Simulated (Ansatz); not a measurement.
**Ti: energy and pressure over a range of volumes**

How stiff is Ti, and at what volume does the pressure vanish? The cell is scaled evenly, atoms carried along, and solved with LAPW, PAW and all-electron datasets made for the crystal.

Computed with Ansatz 0.2.0 (DFT PBEsol, scalar-relativistic, unless a step's input says otherwise).

## Step 1: Starting point

It takes space group P6_3/mmc (No. 194, hexagonal). The conventional cell has a = 2.950 Å, b = 2.950 Å, c = 4.686 Å, α = 90.00°, β = 90.00°, γ = 120.00°. Around Ti (site symmetry -6m2) lie 12 Ti at 2.90 to 2.95 Å.

Structure file:

```xyz
2
Lattice="2.9500 0.0000 0.0000 -1.4750 2.5548 0.0000 0.0000 0.0000 4.6860" Properties=species:S:1:pos:R:3 pbc="T T T"
Ti    0.0000    1.7032    1.1715
Ti    1.4750    0.8516    3.5145
```

Atoms are numbered in the order of the input: Ti1, Ti2.

## Step 2: Volume × 0.96, LAPW

File input.yaml:

```yaml
crystal:
  lattice:
    - [2.910128137, 0.0, 0.0]
    - [-1.4550640685, 2.5202448949, 0.0]
    - [0.0, 0.0, 4.6226679121]
  atoms:
    - { symbol: Ti, position: [0.3333333333, 0.6666666667, 0.25] }
    - { symbol: Ti, position: [0.6666666667, 0.3333333333, 0.75] }
kpoints:
  mp_grid: { grid: [13, 13, 7] }
  band_path:
    path:
      - [0.0, 0.0, 0.0]
      - [0.5, 0.0, 0.0]
      - [0.3333333333, 0.3333333333, 0.0]
      - [0.0, 0.0, 0.0]
      - [0.0, 0.0, 0.5]
      - [0.5, 0.0, 0.5]
      - [0.3333333333, 0.3333333333, 0.5]
      - [0.0, 0.0, 0.5]
      - [0.5, 0.0, 0.5]
    npoints: 5
scf:
  occupations: { method: fermi_dirac, width: 0.08 }
hamiltonian:
  xc: pbesol
  pseudopotentials: { kind: all_electron, lapw: { basis_error: 0.0005 } }
output:
  forces: true
  stress: true
  eigenvalues: true
```

Command:

```sh
ansatz run input.yaml --threads 1 --pin off --max-ram 3072MiB --backend cpu --events-out ev --progress --plain --runs-dir out
```

## Step 3: Volume × 0.96, PAW

File input.yaml:

```yaml
crystal:
  lattice:
    - [2.910128137, 0.0, 0.0]
    - [-1.4550640685, 2.5202448949, 0.0]
    - [0.0, 0.0, 4.6226679121]
  atoms:
    - { symbol: Ti, position: [0.3333333333, 0.6666666667, 0.25] }
    - { symbol: Ti, position: [0.6666666667, 0.3333333333, 0.75] }
kpoints:
  mp_grid: { grid: [13, 13, 7] }
scf:
  occupations: { method: fermi_dirac, width: 0.08 }
hamiltonian:
  xc: pbesol
  pseudopotentials: { kind: paw }
output:
  forces: true
  stress: true
  eigenvalues: true
  efg: { contact_densities: true }
```

## Step 4: Volume × 0.96, crystal datasets

input.yaml, as its differences from that of step 3:

```diff
@@ -14,3 +14,3 @@
   xc: pbesol
-  pseudopotentials: { kind: paw }
+  pseudopotentials: { kind: all_electron, datasets: crystal }
 output:
```

## Step 5: Volume × 0.99, LAPW

File input.yaml:

```yaml
crystal:
  lattice:
    - [2.9401315731, 0.0, 0.0]
    - [-1.4700657866, 2.5462286328, 0.0]
    - [0.0, 0.0, 4.6703276421]
  atoms:
    - { symbol: Ti, position: [0.3333333333, 0.6666666667, 0.25] }
    - { symbol: Ti, position: [0.6666666667, 0.3333333333, 0.75] }
kpoints:
  mp_grid: { grid: [13, 13, 7] }
  band_path:
    path:
      - [0.0, 0.0, 0.0]
      - [0.5, 0.0, 0.0]
      - [0.3333333333, 0.3333333333, 0.0]
      - [0.0, 0.0, 0.0]
      - [0.0, 0.0, 0.5]
      - [0.5, 0.0, 0.5]
      - [0.3333333333, 0.3333333333, 0.5]
      - [0.0, 0.0, 0.5]
      - [0.5, 0.0, 0.5]
    npoints: 5
scf:
  occupations: { method: fermi_dirac, width: 0.08 }
hamiltonian:
  xc: pbesol
  pseudopotentials: { kind: all_electron, lapw: { basis_error: 0.0005 } }
output:
  forces: true
  stress: true
  eigenvalues: true
```

## Step 6: Volume × 0.99, PAW

File input.yaml:

```yaml
crystal:
  lattice:
    - [2.9401315731, 0.0, 0.0]
    - [-1.4700657866, 2.5462286328, 0.0]
    - [0.0, 0.0, 4.6703276421]
  atoms:
    - { symbol: Ti, position: [0.3333333333, 0.6666666667, 0.25] }
    - { symbol: Ti, position: [0.6666666667, 0.3333333333, 0.75] }
kpoints:
  mp_grid: { grid: [13, 13, 7] }
scf:
  occupations: { method: fermi_dirac, width: 0.08 }
hamiltonian:
  xc: pbesol
  pseudopotentials: { kind: paw }
output:
  forces: true
  stress: true
  eigenvalues: true
  efg: { contact_densities: true }
```

## Step 7: Volume × 0.99, crystal datasets

input.yaml, as its differences from that of step 6:

```diff
@@ -14,3 +14,3 @@
   xc: pbesol
-  pseudopotentials: { kind: paw }
+  pseudopotentials: { kind: all_electron, datasets: crystal }
 output:
```

## Step 8: Volume × 1.02, LAPW

File input.yaml:

```yaml
crystal:
  lattice:
    - [2.9695348394, 0.0, 0.0]
    - [-1.4847674197, 2.5716926084, 0.0]
    - [0.0, 0.0, 4.717034017]
  atoms:
    - { symbol: Ti, position: [0.3333333333, 0.6666666667, 0.25] }
    - { symbol: Ti, position: [0.6666666667, 0.3333333333, 0.75] }
kpoints:
  mp_grid: { grid: [13, 13, 7] }
  band_path:
    path:
      - [0.0, 0.0, 0.0]
      - [0.5, 0.0, 0.0]
      - [0.3333333333, 0.3333333333, 0.0]
      - [0.0, 0.0, 0.0]
      - [0.0, 0.0, 0.5]
      - [0.5, 0.0, 0.5]
      - [0.3333333333, 0.3333333333, 0.5]
      - [0.0, 0.0, 0.5]
      - [0.5, 0.0, 0.5]
    npoints: 5
scf:
  occupations: { method: fermi_dirac, width: 0.08 }
hamiltonian:
  xc: pbesol
  pseudopotentials: { kind: all_electron, lapw: { basis_error: 0.0005 } }
output:
  forces: true
  stress: true
  eigenvalues: true
```

## Step 9: Volume × 1.02, PAW

File input.yaml:

```yaml
crystal:
  lattice:
    - [2.9695348394, 0.0, 0.0]
    - [-1.4847674197, 2.5716926084, 0.0]
    - [0.0, 0.0, 4.717034017]
  atoms:
    - { symbol: Ti, position: [0.3333333333, 0.6666666667, 0.25] }
    - { symbol: Ti, position: [0.6666666667, 0.3333333333, 0.75] }
kpoints:
  mp_grid: { grid: [13, 13, 7] }
scf:
  occupations: { method: fermi_dirac, width: 0.08 }
hamiltonian:
  xc: pbesol
  pseudopotentials: { kind: paw }
output:
  forces: true
  stress: true
  eigenvalues: true
  efg: { contact_densities: true }
```

## Step 10: Volume × 1.02, crystal datasets

input.yaml, as its differences from that of step 9:

```diff
@@ -14,3 +14,3 @@
   xc: pbesol
-  pseudopotentials: { kind: paw }
+  pseudopotentials: { kind: all_electron, datasets: crystal }
 output:
```

## Step 11: Volume × 1.06, LAPW

File input.yaml:

```yaml
crystal:
  lattice:
    - [3.0078556446, 0.0, 0.0]
    - [-1.5039278223, 2.6048793991, 0.0]
    - [0.0, 0.0, 4.7779056859]
  atoms:
    - { symbol: Ti, position: [0.3333333333, 0.6666666667, 0.25] }
    - { symbol: Ti, position: [0.6666666667, 0.3333333333, 0.75] }
kpoints:
  mp_grid: { grid: [13, 13, 7] }
  band_path:
    path:
      - [0.0, 0.0, 0.0]
      - [0.5, 0.0, 0.0]
      - [0.3333333333, 0.3333333333, 0.0]
      - [0.0, 0.0, 0.0]
      - [0.0, 0.0, 0.5]
      - [0.5, 0.0, 0.5]
      - [0.3333333333, 0.3333333333, 0.5]
      - [0.0, 0.0, 0.5]
      - [0.5, 0.0, 0.5]
    npoints: 5
scf:
  occupations: { method: fermi_dirac, width: 0.08 }
hamiltonian:
  xc: pbesol
  pseudopotentials: { kind: all_electron, lapw: { basis_error: 0.0005 } }
output:
  forces: true
  stress: true
  eigenvalues: true
```

## Step 12: Volume × 1.06, PAW

File input.yaml:

```yaml
crystal:
  lattice:
    - [3.0078556446, 0.0, 0.0]
    - [-1.5039278223, 2.6048793991, 0.0]
    - [0.0, 0.0, 4.7779056859]
  atoms:
    - { symbol: Ti, position: [0.3333333333, 0.6666666667, 0.25] }
    - { symbol: Ti, position: [0.6666666667, 0.3333333333, 0.75] }
kpoints:
  mp_grid: { grid: [13, 13, 7] }
scf:
  occupations: { method: fermi_dirac, width: 0.08 }
hamiltonian:
  xc: pbesol
  pseudopotentials: { kind: paw }
output:
  forces: true
  stress: true
  eigenvalues: true
  efg: { contact_densities: true }
```

## Step 13: Volume × 1.06, crystal datasets

input.yaml, as its differences from that of step 12:

```diff
@@ -14,3 +14,3 @@
   xc: pbesol
-  pseudopotentials: { kind: paw }
+  pseudopotentials: { kind: all_electron, datasets: crystal }
 output:
```

(Steps that only read results are left out.)

Before running it: what results should come out?

As calculated:

| quantity | value |
| --- | --- |
| pressure at 16.95 Å³/atom (LAPW) | -1.50 GPa |
| pressure at 18.72 Å³/atom (LAPW) | -10.90 GPa |

What this shows: Over this range the mean stiffness −dP/dlnV is 95 GPa by LAPW; the pressure keeps one sign, so equilibrium lies outside the range. No thermal or zero-point expansion is included.
